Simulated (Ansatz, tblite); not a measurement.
**The cluster Cu5Te4−: one state, many levels**

How do method and basis change the picture of the cluster Cu5Te4− (singlet)?

The runs use Ansatz 0.2.0, Gaussian basis; as each input shows.

The runs, in order: GFN1-xTB, GFN2-xTB, PBE-D4/def2-SVP, r2SCAN-D4/def2-SVP, PBE-D4/def2-SVPD, PBE0-D4/def2-SVPD, MP2/def2-SVPD.

7 further runs of the same task are left out: 5 that didn't finish, 2 set aside as unsound or not needed. Runs told in other sessions of the task aren't counted.

### Step 1. The geometry

The geometry is that of the singlet, from an earlier relaxation (PBE-D4/def2-SVP). At that level it is the lowest of the isomers that a small search found.

9 atoms, charge -1, spin multiplicity 1.

Bond lengths: Cu1–Te7 2.545 Å, Cu1–Te9 2.527 Å, Cu2–Te6 2.543 Å, Cu2–Te7 2.543 Å, Cu3–Te6 2.546 Å, Cu3–Te8 2.527 Å, Cu4–Te6 2.541 Å, Cu4–Te9 2.527 Å, Cu5–Te7 2.541 Å, Cu5–Te8 2.527 Å, Te8–Te9 2.945 Å. Angles: Te7–Cu1–Te9 156.8°, Te6–Cu2–Te7 177.8°, Te6–Cu3–Te8 156.9°, Te6–Cu4–Te9 156.5°, Te7–Cu5–Te8 156.6°, Cu2–Te6–Cu3 60.6°, Cu2–Te6–Cu4 61.2°, Cu3–Te6–Cu4 57.3°, Cu1–Te7–Cu2 60.7°, Cu1–Te7–Cu5 57.3°, Cu2–Te7–Cu5 61.2°, Cu3–Te8–Cu5 60.5°, Cu3–Te8–Te9 84.0°, Cu5–Te8–Te9 84.5°, Cu1–Te9–Cu4 60.4°, Cu1–Te9–Te8 84.1°, Cu4–Te9–Te8 84.5°.

Te takes a core potential in the def2 sets. No spin-orbit coupling is included. The ion is computed in the gas phase, without counter-ions or solvent.

PBE0-D4/def2-SVP was run before; its log isn't repeated, and its numbers join the tables.

### Step 2. GFN1-xTB

Tight binding, by tblite at 300 K electronic temperature and without a spin-polarisation term:

```python
tblite.interface.Calculator('GFN1-xTB', numbers, positions, charge=-1, uhf=0).singlepoint()
```

Energy -1042.6140 eV, HOMO -6.20 eV, LUMO -4.28 eV; 0.016 s.

### Step 3. GFN2-xTB

Tight binding, by tblite at 300 K electronic temperature and without a spin-polarisation term:

```python
tblite.interface.Calculator('GFN2-xTB', numbers, positions, charge=-1, uhf=0).singlepoint()
```

Energy -876.7407 eV, HOMO -4.54 eV, LUMO -2.75 eV; 0.026 s.

### Step 4. PBE-D4/def2-SVP

start.molden holds the orbitals of an earlier run on this state, given as this run's starting guess.

in.yaml

```yaml
crystal:
  periodic: [false, false, false]
  atoms:
    - {symbol: Cu, position_ang: [-1.311488, -0.866681, -0.783028]}
    - {symbol: Cu, position_ang: [-0.743389, 1.569563, -0.194754]}
    - {symbol: Cu, position_ang: [1.423966, 0.627634, 0.813543]}
    - {symbol: Cu, position_ang: [-0.693909, -0.280973, 1.613532]}
    - {symbol: Cu, position_ang: [0.809617, 0.034564, -1.583644]}
    - {symbol: Te, position_ang: [-0.101469, 2.118316, 2.203786]}
    - {symbol: Te, position_ang: [-1.347285, 0.933610, -2.581713]}
    - {symbol: Te, position_ang: [2.262651, -1.519786, -0.221070]}
    - {symbol: Te, position_ang: [-0.298672, -2.616246, 0.733348]}
basis:
  gaussian: {orbitals: def2-SVP, initial_orbitals: start.molden}
total_charge: -1
hamiltonian: {xc: pbe, dispersion: d4}
scf: {omitted_lower_state_checks: [starts]}
output: {orbitals: {seedname: orbitals}}
```

Command:

```sh
ansatz run in.yaml --threads 4 --pin off --events-out ev --progress --plain --max-ram 6963MiB
```

Standard output:

```text
Functional definition: PBE
  name "PBE"
  cite "Perdew, Burke & Ernzerhof, Phys. Rev. Lett. 77, 3865 (1996) doi:10.1103/PhysRevLett.77.3865"
  parent pbe
  parameter kappa = 0.804
  parameter beta = 0.06672455060314922
  exchange = pbe_x(kappa = kappa, mu = beta*pi^2/3)
  correlation = pbe_c(beta = beta)
these checks for a lower state are left out or cut short: starts
3200 factors; their error is unknown
mean field evaluation 1: about -252326.1530 eV, gradient 1.2e1 eV
mean field evaluation 2: about -252326.6730 eV, gradient 1.0e0 eV
mean field evaluation 4: about -252326.5878 eV, gradient 2.3e-1 eV
mean field evaluation 8: about -252326.5878 eV, gradient 2.4e-5 eV
mean field -252326.58783145 eV, -9272.8310697015 hartree, gradient 2.4e-5 eV, S^2 0.000000; 0 other end points of the search recorded, 0 dependent functions left out
reference -252326.58788190 eV, -9272.8310715556 hartree; 121, 121 occupied and 138, 138 virtual orbitals, 3200 factors
Total energy: -252327.77246865 eV, -9272.8746043157 hartree
Checks for a lower state left out: starts
```

Run time: 14 s. Hardware: 4 threads of Arm Neoverse V1, shared host; peak memory 0.76 GiB.

From the report: HOMO -1.08 eV, LUMO 0.00 eV.

### Step 5. r2SCAN-D4/def2-SVP

in.yaml: that of step 4 with these lines changed.

```diff
@@ -15,3 +15,3 @@
 total_charge: -1
-hamiltonian: {xc: pbe, dispersion: d4}
+hamiltonian: {xc: r2scan, dispersion: d4}
 scf: {omitted_lower_state_checks: [starts]}
```

The command is unchanged.

Standard output:

```text
Functional definition: r2SCAN
  name "r2SCAN"
  cite "Furness, Kaplan, Ning, Perdew & Sun, J. Phys. Chem. Lett. 11, 8208 (2020) doi:10.1021/acs.jpclett.0c02405"
  cite "Furness, Kaplan, Ning, Perdew & Sun, J. Phys. Chem. Lett. 11, 9248 (2020) doi:10.1021/acs.jpclett.0c03077"
  parent r2scan
  parameter k0 = 0.174
  parameter k1 = 0.065
  parameter a1 = 4.9479
  exchange = r2scan_x(k0 = k0, k1 = k1, a1 = a1)
  correlation = r2scan_c
these checks for a lower state are left out or cut short: starts
3200 factors; their error is unknown
mean field evaluation 1: about -252371.2289 eV, gradient 7.5e0 eV
mean field evaluation 2: about -252371.5119 eV, gradient 7.6e-1 eV
mean field evaluation 4: about -252371.4317 eV, gradient 2.4e-1 eV
mean field evaluation 8: about -252371.4318 eV, gradient 2.0e-5 eV
mean field -252371.43178304 eV, -9274.4790545261 hartree, gradient 2.0e-5 eV, S^2 0.000000; 0 other end points of the search recorded, 0 dependent functions left out
reference -252371.43179945 eV, -9274.4790551293 hartree; 121, 121 occupied and 138, 138 virtual orbitals, 3200 factors
Total energy: -252371.67077979 eV, -9274.4878374950 hartree
Checks for a lower state left out: starts
```

It took 35 s on 4 threads of Arm Neoverse V1, shared host; peak memory 0.86 GiB.

From the report: HOMO -1.28 eV, LUMO -0.03 eV.

### Step 6. PBE-D4/def2-SVPD

in.yaml: that of step 5 with these lines changed.

```diff
@@ -13,5 +13,5 @@
 basis:
-  gaussian: {orbitals: def2-SVP, initial_orbitals: start.molden}
+  gaussian: {orbitals: def2-SVPD, initial_orbitals: start.molden}
 total_charge: -1
-hamiltonian: {xc: r2scan, dispersion: d4}
+hamiltonian: {xc: pbe, dispersion: d4}
 scf: {omitted_lower_state_checks: [starts]}
```

Launched as before.

Standard output:

```text
Functional definition: PBE
  name "PBE"
  cite "Perdew, Burke & Ernzerhof, Phys. Rev. Lett. 77, 3865 (1996) doi:10.1103/PhysRevLett.77.3865"
  parent pbe
  parameter kappa = 0.804
  parameter beta = 0.06672455060314922
  exchange = pbe_x(kappa = kappa, mu = beta*pi^2/3)
  correlation = pbe_c(beta = beta)
these checks for a lower state are left out or cut short: starts
3520 factors; their error is unknown
mean field evaluation 1: about -252326.1534 eV, gradient 2.7e1 eV
mean field evaluation 2: about -252327.7017 eV, gradient 2.8e0 eV
mean field evaluation 4: about -252327.6433 eV, gradient 2.2e-1 eV
mean field evaluation 8: about -252327.6435 eV, gradient 2.7e-5 eV
mean field -252327.64345099 eV, -9272.8698630043 hartree, gradient 2.7e-5 eV, S^2 0.000000; 0 other end points of the search recorded, 0 dependent functions left out
reference -252327.64350977 eV, -9272.8698651643 hartree; 121, 121 occupied and 189, 189 virtual orbitals, 3520 factors
Total energy: -252328.82809652 eV, -9272.9133979244 hartree
Checks for a lower state left out: starts
```

Wall time 25 s (4 threads of Arm Neoverse V1, shared host); peak memory 1.1 GiB.

From the report: HOMO -1.39 eV, LUMO -0.29 eV.

### Step 7. PBE0-D4/def2-SVPD

in.yaml: that of step 6 with these lines changed.

```diff
@@ -15,3 +15,3 @@
 total_charge: -1
-hamiltonian: {xc: pbe, dispersion: d4}
+hamiltonian: {xc: pbe0, dispersion: d4}
 scf: {omitted_lower_state_checks: [starts]}
```

Same command.

Standard output, shortened:

```text
Functional definition: PBE0
  name "PBE0"
  cite "Adamo & Barone, J. Chem. Phys. 110, 6158 (1999) doi:10.1063/1.478522"
  cite "Perdew, Burke & Ernzerhof, Phys. Rev. Lett. 77, 3865 (1996) doi:10.1103/PhysRevLett.77.3865"
  parent pbe
[...]
3591 factors; integrals over basis functions are off by at most 4.3e-4 eV
[...]
mean field -252329.37809044 eV, -9272.9336098284 hartree, gradient 2.2e-5 eV, S^2 0.000000; 0 other end points of the search recorded, 0 dependent functions left out
reference -252329.37813649 eV, -9272.9336115207 hartree; 121, 121 occupied and 189, 189 virtual orbitals, 3591 factors
Total energy: -252330.42126975 eV, -9272.9719459608 hartree
Checks for a lower state left out: starts
```

Wall time 56 s (4 threads of Arm Neoverse V1, shared host); peak memory 2.5 GiB.

From the report: HOMO -2.43 eV, LUMO 0.26 eV.

### Step 8. MP2/def2-SVPD

in.yaml: that of step 7 with these lines changed.

```diff
@@ -15,3 +15,3 @@
 total_charge: -1
-hamiltonian: {xc: pbe0, dispersion: d4}
+correlation: {method: mp2, frozen_orbitals: {Cu: 9, Te: 4}}
 scf: {omitted_lower_state_checks: [starts]}
```

Same command.

Standard output:

```text
Functional definition: HF
  name "HF"
  cite "Fock, Z. Phys. 61, 126 (1930) doi:10.1007/BF01340294"
  parent pbe
  exchange = exact_x
  correlation = 0
these checks for a lower state are left out or cut short: starts
3591 factors; integrals over basis functions are off by at most 4.3e-4 eV
mean field evaluation 1: about -252025.1586 eV, gradient 3.9e1 eV
mean field evaluation 2: about -252029.0312 eV, gradient 4.5e0 eV
mean field evaluation 4: about -252030.8410 eV, gradient 3.1e0 eV
mean field evaluation 8: about -252030.8792 eV, gradient 9.0e-4 eV
mean field -252030.87922893 eV, -9261.9639789977 hartree, gradient 1.9e-6 eV, S^2 0.000000; 0 other end points of the search recorded, 0 dependent functions left out
61 core orbitals not correlated: weight in the atoms' cores, before any rotation towards them, 1.000 or more for the frozen orbitals, at most 0.000 for the correlated occupied ones
reference -252030.87922893 eV, -9261.9639789977 hartree; 60, 60 occupied and 189, 189 virtual orbitals, 3591 factors
second order -60.31640405 eV of doubles, -0.00000000 eV of singles
Total energy: -252091.19563299 eV, -9264.1805659628 hartree
Checks for a lower state left out: starts
```

Wall time 66 s (4 threads of Arm Neoverse V1, shared host); peak memory 2.6 GiB.

From the report: Hartree-Fock HOMO -4.45 eV, LUMO 2.62 eV.

### Step 9. Levels side by side

```
             level  functions  HOMO (eV)  LUMO (eV)  gap (eV)  time
   PBE-D4/def2-SVP        259      -1.08       0.00      1.08  14 s
  PBE-D4/def2-SVPD        310      -1.39      -0.29      1.11  25 s
r2SCAN-D4/def2-SVP        259      -1.28      -0.03      1.24  35 s
  PBE0-D4/def2-SVP        259      -2.21       0.49      2.70  43 s
 PBE0-D4/def2-SVPD        310      -2.43       0.26      2.69  56 s
```

The pieces so far (eV):

```csv
basis,HF,MP2 correlation,total
def2-SVPD,-252030.8792,-60.3164,-252091.1956 (MP2)
```

### Step 10. Outcome

```
                                                quantity                                value
gap in def2-SVP, named functionals, smallest and largest  1.08 eV (PBE-D4), 2.70 eV (PBE0-D4)
                       correlation energy, MP2/def2-SVPD                            -60.32 eV
         PBE0 total energy, smallest basis above largest        0.84 eV (def2-SVP, def2-SVPD)
```

**Reading.** Over the named functionals in def2-SVP the gap runs from 1.08 eV (PBE-D4) to 2.70 eV (PBE0-D4); exact exchange widens it.

The slowest run with a step of its own, MP2/def2-SVPD, took 66 s; the quickest functional in def2-SVP took 14 s (shared host).
